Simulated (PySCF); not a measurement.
# CH7FO2Si3: the cost of one run

Computed with PySCF 2.14.0 and routines of our own; the level stands in each step. Atoms count from 0.

## Step 1: The system as given

14 atoms, charge 0, multiplicity 1; geometry from: GFN2-xTB.

## Step 2: Magnetic properties: GIAO B3LYP/pcSseg-1

What the job is given:

```
{"job": {"kind": "mag", "xc": "B3LYP", "basis": "pcSseg-1", "isotopologues": 2}, "charge": 0, "multiplicity": 1}
O      1.241260     1.119232     0.809041
C      1.964604     0.151921     0.749058
Si     1.423106    -1.531241     0.003280
O     -0.092027    -1.368983    -0.472717
Si    -1.489690    -0.514614    -0.712386
Si    -1.269267     1.631817     0.078573
F     -2.743946     2.252211    -0.249722
H      2.995850     0.247174     1.149052
H      2.268791    -1.795357    -1.156190
H      1.484335    -2.530385     1.064778
H     -2.473161    -1.381351    -0.044856
H     -1.684724    -0.679800    -2.161144
H     -0.419142     2.559985    -0.660850
H     -1.206667     1.838919     1.522179
```

Method: GIAO B3LYP/pcSseg-1 magnetisability, rotational g tensor and spin-rotation constants, non-relativistic, gas phase.

On the command line:

```sh
$ OMP_NUM_THREADS=1 python excited_run.py task.json out
```

One launch serves the whole session: the jobs run in the order shown.

**Question.** How long does this first job take on 1 thread of Intel Xeon Platinum 8488C, shared host, and how much memory does it need?

About 38 s, with a peak of 0.81 GiB.
